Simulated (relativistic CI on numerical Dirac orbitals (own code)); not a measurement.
**Lu⁺: 5p photoemission multiplets**

Wanted: the shape of the 5p photoemission spectrum of Lu⁺ in 4 surroundings, from the same atomic integrals.

Program: relativistic CI on numerical Dirac orbitals (own code) version 1. Level of theory: Dirac-Coulomb-Breit CI, KLI orbitals optimised for each configuration, model QED (radiative potential, 1s self-energy scaled to tabulated hydrogen-like ionisation energies), valence Slater integrals scaled by 0.8, multiplet model of photoemission in the sudden approximation. These are calculated values, not measurements, unless marked.

### Step 1. The atom as given

* ion: Lu⁺ (Lu II)
* nuclear charge: 71
* electrons: 70
* configurations: [Xe] 4f14 5d2 → [Kr] 4d10 4f14 5s2 5p5 5d2
* temperature: 300 K
* widths: Lorentz 1.5 eV, Gauss 0.6 eV
* surrounding 1: free ion
* surrounding 2: Oh, 10Dq = 4050 cm⁻¹
* surrounding 3: Oh, 10Dq = 11150 cm⁻¹
* surrounding 4: Oh, 10Dq = 18250 cm⁻¹

### Step 2. Surrounding 1: free ion

Settings of the run:

```ini
atom Lu  Z=71  charge=1  electrons=70
nucleus A=175  rms_radius_fm=5.3700
hamiltonian dirac-coulomb  breit=on  qed=on  c_scale=1
orbitals kli  potential=per-configuration
slater_scale 0.8
correlation none
mixing on
configurations
  [Xe] 4f14 5d2
  [Kr] 4d10 4f14 5s2 5p5 5d2
end
photoemission 5p T=300 lorentz=1.5 gauss=0.6
crystal_field free
```

### Step 3. Surrounding 2: Oh, 10Dq = 4050

Settings: those of step 2 with these lines changed.

```diff
@@ -12,2 +12,2 @@
 photoemission 5p T=300 lorentz=1.5 gauss=0.6
-crystal_field free
+crystal_field Oh 10Dq=4050
```

### Step 4. Surrounding 3: Oh, 10Dq = 11150

Settings: those of step 3 with these lines changed.

```diff
@@ -12,2 +12,2 @@
 photoemission 5p T=300 lorentz=1.5 gauss=0.6
-crystal_field Oh 10Dq=4050
+crystal_field Oh 10Dq=11150
```

### Step 5. Surrounding 4: Oh, 10Dq = 18250

Settings: those of step 4 with these lines changed.

```diff
@@ -12,2 +12,2 @@
 photoemission 5p T=300 lorentz=1.5 gauss=0.6
-crystal_field Oh 10Dq=11150
+crystal_field Oh 10Dq=18250
```

(Steps that only read results are left out.)

Before running it: what results should come out? Wanted: highest peak, first run; ground spin.

The runs gave:

| surrounding | ground S | centroid (eV) | spread (eV) | up to four highest peaks (% of the highest), eV |
| --- | --- | --- | --- | --- |
| 1: free | 0.99 | 41.31 | 4.31 | 38.4 (100), 41.6 (26), 46.4 (39), 50.4 (23) |
| 2: Oh | 0.99 | 41.38 | 4.17 | 38.4 (100), 41.8 (24), 46.0 (43), 50.2 (19) |
| 3: Oh | 1.00 | 41.42 | 4.11 | 38.4 (100), 42.8 (22), 46.0 (46), 50.4 (16) |
| 4: Oh | 1.00 | 41.44 | 4.09 | 38.4 (100), 44.0 (23), 46.2 (44), 51.0 (13) |

```
                           quantity    value
            highest peak, first run  38.4 eV
ground spin (effective S from ⟨S²⟩)     0.99
```

What this shows: The highest peak stays in place, within the step of the energy grid, in all surroundings. Energies are those of the free ion without screening by ligands; binding energies in solids differ by tens of eV.
